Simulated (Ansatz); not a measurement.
# Ge: LAPW beside PAW

Aim: solve Ge at one geometry with all-electron LAPW, PAW with frozen cores and datasets made for this crystal, and see where they agree.

Method: DFT PBEsol, scalar-relativistic, in Ansatz 0.2.0.

## 1. The starting structure

It takes space group Fd-3m (No. 227, cubic). The conventional cell has a = 5.658 Å, b = 5.658 Å, c = 5.658 Å, α = 90.00°, β = 90.00°, γ = 90.00°. Around Ge (site symmetry -43m) lie 4 Ge at 2.45 Å.

Coordinates:

```cif
data_structure
_symmetry_space_group_name_H-M 'Fd-3m:1'
_symmetry_Int_Tables_number 227
_cell_length_a 5.6575
_cell_length_b 5.6575
_cell_length_c 5.6575
_cell_angle_alpha 90.000
_cell_angle_beta 90.000
_cell_angle_gamma 90.000
_cell_volume 181.09
loop_
_atom_site_label
_atom_site_type_symbol
_atom_site_symmetry_multiplicity
_atom_site_Wyckoff_symbol
_atom_site_fract_x
_atom_site_fract_y
_atom_site_fract_z
_atom_site_occupancy
Ge1 Ge 8 a 0.50000 0.00000 0.50000 1
```

The file gives the conventional cell by its symmetry; the runs use the cell typed in the input.

The cell is a measured one (Crystallography Open Database entry 9011050); the temperature and pressure of the measurement aren't taken into account, and nothing was relaxed.

Atoms are numbered in the order of the input: Ge1, Ge2.

## 2. All-electron LAPW

Input file input.yaml:

```yaml
crystal:
  lattice:
    - [0.0, 2.82877, 2.82877]
    - [2.82877, 0.0, 2.82877]
    - [2.82877, 2.82877, 0.0]
  atoms:
    - { symbol: Ge, position: [0.5, 0.5, 0.5] }
    - { symbol: Ge, position: [0.75, 0.75, 0.75] }
kpoints:
  mp_grid: { grid: [11, 11, 11] }
  band_path:
    path:
      - [0.0, 0.0, 0.0]
      - [0.5, 0.0, 0.5]
      - [0.625, 0.25, 0.625]
      - [0.375, 0.375, 0.75]
      - [0.0, 0.0, 0.0]
      - [0.5, 0.5, 0.5]
      - [0.5, 0.25, 0.75]
      - [0.5, 0.0, 0.5]
    npoints: 14
scf:
  occupations: { method: fermi_dirac, width: 0.05 }
hamiltonian:
  xc: pbesol
  pseudopotentials: { kind: all_electron, lapw: { basis_error: 0.0005 } }
output:
  forces: true
  stress: true
  eigenvalues: true
  populations: true
  dos: { projected: true, de: 0.2, e_range: [-14, 8] }
```

Run with:

```sh
ansatz run input.yaml --threads 1 --pin off --max-ram 3072MiB --backend cpu --events-out ev --progress --plain --runs-dir out
```

## 3. PAW with frozen cores

Changes to input.yaml since step 2:

```diff
@@ -25,3 +25,3 @@
   xc: pbesol
-  pseudopotentials: { kind: all_electron, lapw: { basis_error: 0.0005 } }
+  pseudopotentials: { kind: paw }
 output:
@@ -30,3 +30,9 @@
   eigenvalues: true
+  efg: { contact_densities: true }
   populations: true
+  bader: true
   dos: { projected: true, de: 0.2, e_range: [-14, 8] }
+  write_density: true
+  write_potential: true
+  elf: true
+  volumetric_format: npy
```

## 4. Datasets made for this crystal

Changes to input.yaml since step 3:

```diff
@@ -20,3 +20,3 @@
       - [0.5, 0.0, 0.5]
-    npoints: 14
+    npoints: 8
 scf:
@@ -25,3 +25,3 @@
   xc: pbesol
-  pseudopotentials: { kind: paw }
+  pseudopotentials: { kind: all_electron, datasets: crystal }
 output:
@@ -31,8 +31 @@
   efg: { contact_densities: true }
-  populations: true
-  bader: true
-  dos: { projected: true, de: 0.2, e_range: [-14, 8] }
-  write_density: true
-  write_potential: true
-  elf: true
-  volumetric_format: npy
```

(Steps that only read results are left out.)

What does the calculation give? Wanted: pressure; gap; Bader charges; highest ELF.

The runs gave:

| quantity | value |
| --- | --- |
| pressure | LAPW 0.66, PAW 0.66, crystal datasets 0.66 GPa |
| gap (LAPW) | none |
| Bader charges (PAW) | Ge1 +0.00 e |
| highest ELF (PAW) | 0.75, 1.21 Å from Ge |

At this geometry the cell is under compression of 0.7 GPa, so it would expand if let go. There is no gap at this level: the crystal is a metal or semimetal here, or the functional closes a real gap. Within 0.3 eV of the Fermi level the largest projected share is Ge 4p (89 %). The projection holds only the free atom's occupied shells (Ge 4s, Ge 4p in this range). PAW lies less than 0.01 GPa from LAPW in pressure.
